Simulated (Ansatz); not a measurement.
**BeBr+ (triplet): the correlation ladder at distance Br1–Be2 = 6.151 Å, cc-pVDZ**

The task here is to estimate one member of a computed series from the others.

Computed with Ansatz 0.2.0, Gaussian basis. Level: cc-pVDZ, core rule «outside noble gas», up to 15 orbitals frozen.

The runs, in order: UHF; CCSD(T) on ROHF; CCSD(T) on UHF; BCCD(T) on ROHF; CISD; CCSDT(Q) on ROHF; CCSDT(Q) on UHF; CASSCF and MRCISD+Q, 4 electrons in 4 orbitals; CASSCF and NEVPT2, 4 electrons in 4 orbitals.

39 further runs of the same task are left out: 22 for a known fault of the program, 13 that didn't finish, 4 set aside as unsound or not needed.

### The geometry

The geometry derives from a PBE0/def2-TZVP stationary point (not a proven minimum). One bond is set to the value named and the two fragments are kept rigid. No spin-orbit coupling is included. The filled d shell of Br may be among the frozen orbitals whatever the setting's name suggests; the logs give the count.

2 atoms, charge 1, spin multiplicity 3.

Atoms are counted from 1 here; the program's logs count them from 0.

No contacts short enough for the rule that draws bonds.

The first run:

Contents of in.yaml:

```yaml
crystal:
  periodic: [false, false, false]
  atoms:
    - {symbol: Br, position_ang: [0.000000, 0.000000, 0.000000]}
    - {symbol: Be, position_ang: [0.000000, 0.000000, 6.151000]}
basis:
  gaussian: {orbitals: cc-pVDZ}
total_charge: 1
magnetization: {spin_polarized: true, initial_magnetization: 2}
hamiltonian: {xc: hf}
output: {orbitals: {seedname: orbitals}}
```

Launch:

```console
ansatz run in.yaml --threads 1 --pin off --events-out ev --progress --plain --max-ram 2393MiB
```

Among the steps run: UHF; CCSD(T) on ROHF; CCSD(T) on UHF; BCCD(T) on ROHF; CISD; CCSDT(Q) on ROHF; CCSDT(Q) on UHF; CASSCF and MRCISD+Q, 4 electrons in 4 orbitals; CASSCF and NEVPT2, 4 electrons in 4 orbitals.

One of the session's tables, all rows but one given; the rest of the session is left out.

It belongs to the step «Misses and costs». 

| method | from UCCSDT(Q) (kJ/mol) |
| --- | --- |
| ROHF | +292.2 |
| UHF | +283.1 |
| RMP2 | +39.0 |
| UMP2 | +40.3 |
| CISD | +11.7 |
| RCCSD | +3.4 |
| UCCSD | +3.0 |
| RCCSD(T) | +1.0 |
| UCCSD(T) | +0.8 |
| BCCD(T) | +1.0 |
| RCCSDT | ? |
| UCCSDT | +0.4 |
| RCCSDT(Q) | +0.2 |
| UCCSDT(Q) | 0 |
| CASSCF pair | +267.6 |
| NEVPT2 pair | +35.1 |
| MRCISD pair | +10.2 |
| MRCISD+Q pair | -1.6 |

**Question.** Estimate the row for RCCSDT.

**Answer.** from UCCSDT(Q) (kJ/mol): +0.6. In the column «from UCCSDT(Q) (kJ/mol)» it lies between UCCSDT (+0.4) and UCCSD(T) (+0.8).

Caveats from the session: Restricted and unrestricted rows rest on different reference determinants; where their highest levels disagree by more than a few hundredths of an eV, they describe different states and don't form one ladder.
